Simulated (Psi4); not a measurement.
**MP2/cc-pVTZ run of GaCl (SMILES [Cl][Ga])**

What is the vertical singlet–triplet gap of GaCl at MP2/cc-pVTZ? 

The calculation is run with Psi4 1.11.

1 further run of the same task is left out (it didn't finish).

**1. The structure to begin with**

GaCl has 2 atoms, charge 0, and is taken as a singlet. As SMILES, `[Cl][Ga]`. The coordinates come from a PBE0-D4/def2-TZVP relaxation.

Bond lengths: Cl1–Ga2 2.216 Å.

**2. A single-point energy at MP2/cc-pVTZ**

run.py

```python
import numpy as np
from ase.calculators.psi4 import Psi4
from ase import Atoms

mol = Atoms(['Cl', 'Ga'], positions=[
    [0.000000, 0.000000, -0.023560],
    [0.000000, 0.000000, 2.192160],
])
calc = Psi4(atoms=mol, method='mp2', basis='cc-pVTZ', memory='1600MB', num_threads=1, charge=0, multiplicity=1, label='psi4-calc', reference='rhf')
calc.psi4.set_options({'puream': True, 'e_convergence': 1e-09, 'd_convergence': 1e-08, 'scf_type': 'pk', 'num_frozen_docc': 14, 'mp2_type': 'conv'})
mol.calc = calc

print(f'energy: {mol.get_potential_energy():.6f} eV')
```

On the command line:

```sh
$ python run.py
```

psi4-calc.dat:

```text
[...]
  Running in c1 symmetry.
[...]
  Nuclear repulsion =  125.862649623187977
[...]
  Multiplicity = 1
[...]
  Nalpha       = 24
  Nbeta        = 24
[...]
    Number of basis functions: 77
[...]
   @RHF iter   1: -2381.92420646056416   -3.83202e+00   2.26209e-02 ADIIS/DIIS
[...]
   @RHF iter  11: -2382.87993872369316   -1.13687e-11   6.02736e-09 DIIS
[...]
    Orbital Energies [Eh]
    ---------------------
    Doubly Occupied:
       1A   -378.838766     2A   -104.797867     3A    -48.188474
       4A    -42.514420     5A    -42.514420     6A    -42.513444
       7A    -10.524261     8A     -7.990317     9A     -7.989656
      10A     -7.989656    11A     -6.417604    12A     -4.506923
      13A     -4.506923    14A     -4.503146    15A     -1.220364
      16A     -1.220153    17A     -1.220153    18A     -1.215673
      19A     -1.215673    20A     -1.045604    21A     -0.541211
      22A     -0.444263    23A     -0.444263    24A     -0.350954
[...]
  @RHF Final Energy: -2382.87993872369316
   => Energetics <=
    Nuclear Repulsion Energy =            125.8626496231879770
    One-Electron Energy =               -3572.0568006043163223
    Two-Electron Energy =                1063.3142122574352015
    Total Energy =                      -2382.8799387236931580
[...]
 Multipole Moments:
 ------------------------------------------------------------------------------------
     Multipole            Electronic (a.u.)      Nuclear  (a.u.)        Total (a.u.)
 ------------------------------------------------------------------------------------
 L = 1.  Multiply by 2.5417464519 to convert [e a0] to [Debye]
 Dipole X            :         -0.0000000            0.0000000           -0.0000000
 Dipole Y            :          0.0000000            0.0000000            0.0000000
 Dipole Z            :          4.4738909           -3.5344566            0.9394343
 Magnitude           :                                                    0.9394343
[...]
	SCS-MP2 Total Energy (a.u.)        : -2383.18154126774607
	SOS-MP2 Total Energy (a.u.)        : -2383.15417268511010
	SCSN-MP2 Total Energy (a.u.)       : -2383.02444484000898
[...]
	SOS-PI-MP2 Total Energy (a.u.)     : -2383.19987834534641
[...]
	MP2 Total Energy (a.u.)            : -2383.19057277278080
[...]
```

The script printed:

```text
energy: -64849.918645 eV
```

It took 29 s on 1 thread of Intel Xeon Platinum 8488C (Sapphire Rapids), shared host; peak memory 1.1 GiB.

**3. The triplet at the same level**

calc.dat

```
memory 1.6 GB

molecule molecule1 {
  0 3
  Cl     0.000000     0.000000    -0.023560
  Ga     0.000000     0.000000     2.192160
  symmetry c1
  no_reorient
  no_com
}

set basis cc-pVTZ
set reference uhf
set puream true
set e_convergence 1e-09
set d_convergence 1e-08
set scf_type pk
set num_frozen_docc 14
set mp2_type conv
set maxiter 100

e, wfn = energy("mp2", return_wfn=True)
print_variables()
```

On the command line:

```sh
$ psi4 -i calc.dat -o calc.out -n 1
```

calc.out:

```text
[...]
  Running in c1 symmetry.
[...]
  Nuclear repulsion =  125.862649623187977
[...]
  Multiplicity = 3
[...]
  Nalpha       = 25
  Nbeta        = 23
[...]
    Number of basis functions: 77
[...]
   @UHF iter   1: -2381.43518121338138   -3.34299e+00   2.42044e-02 ADIIS/DIIS
[...]
   @UHF iter  15: -2382.78278797402663   -5.91172e-12   6.14171e-09 DIIS
[...]
   @S^2 Observed:                2.007449608E+00
[...]
    Orbital Energies [Eh]
    ---------------------
    Alpha Occupied:
       1A   -378.871018     2A   -104.824127     3A    -48.219273
       4A    -42.546110     5A    -42.545956     6A    -42.544735
       7A    -10.548762     8A     -8.018733     9A     -8.014127
      10A     -8.013132    11A     -6.452776    12A     -4.543776
      13A     -4.542063    14A     -4.539704    15A     -1.258645
      16A     -1.254607    17A     -1.252265    18A     -1.249365
      19A     -1.247686    20A     -1.071630    21A     -0.590309
      22A     -0.470934    23A     -0.460692    24A     -0.437148
      25A     -0.249101
    Alpha Virtual:
[...]
  @UHF Final Energy: -2382.78278797402663
   => Energetics <=
    Nuclear Repulsion Energy =            125.8626496231879770
    One-Electron Energy =               -3570.6563002427737956
    Two-Electron Energy =                1062.0108626455587455
    Total Energy =                      -2382.7827879740270873
  UHF NO Occupations:
  HONO-2 :   23  A 1.9975070
  HONO-1 :   24  A 1.0000000
[...]
 Multipole Moments:
 ------------------------------------------------------------------------------------
     Multipole            Electronic (a.u.)      Nuclear  (a.u.)        Total (a.u.)
 ------------------------------------------------------------------------------------
 L = 1.  Multiply by 2.5417464519 to convert [e a0] to [Debye]
 Dipole X            :         -0.0000000            0.0000000           -0.0000000
 Dipole Y            :         -0.0000000            0.0000000           -0.0000000
 Dipole Z            :       -126.6878191          127.6631696            0.9753506
 Magnitude           :                                                    0.9753506
[...]
	SCS-MP2 Total Energy (a.u.)        : -2383.05442885174489
	SOS-MP2 Total Energy (a.u.)        : -2383.02694392139892
	SCSN-MP2 Total Energy (a.u.)       : -2382.92790840625275
[...]
	SOS-PI-MP2 Total Energy (a.u.)     : -2383.06763657929423
[...]
	MP2 Total Energy (a.u.)            : -2383.06870605454105
[...]
```

Run time: 27 s. Hardware: 1 thread of Intel Xeon Platinum 8488C (Sapphire Rapids), shared host; peak memory 1.1 GiB.

**4. What came out**

Level: MP2/cc-pVTZ, 14 core orbitals frozen.

```
                                                           quantity           value
                                              singlet: total energy  -2383.19057 Eh
                       singlet: HOMO energy (Hartree–Fock orbitals)        -9.55 eV
                       singlet: LUMO energy (Hartree–Fock orbitals)         0.88 eV
                     singlet: HOMO–LUMO gap (Hartree–Fock orbitals)        10.43 eV
              singlet: correlation energy (14 core orbitals frozen)      -310.6 mEh
                                              triplet: total energy  -2383.06871 Eh
triplet: HOMO energy (Hartree–Fock orbitals) (highest over α and β)        -6.78 eV
 triplet: LUMO energy (Hartree–Fock orbitals) (lowest over α and β)        -1.31 eV
              triplet: correlation energy (14 core orbitals frozen)      -285.9 mEh
                         triplet: ⟨S²⟩ of the reference determinant           2.007
                   vertical energy of the triplet above the singlet        3.316 eV
```

What this shows: At this shape the triplet lies 3.32 eV (76 kcal/mol) above the singlet.
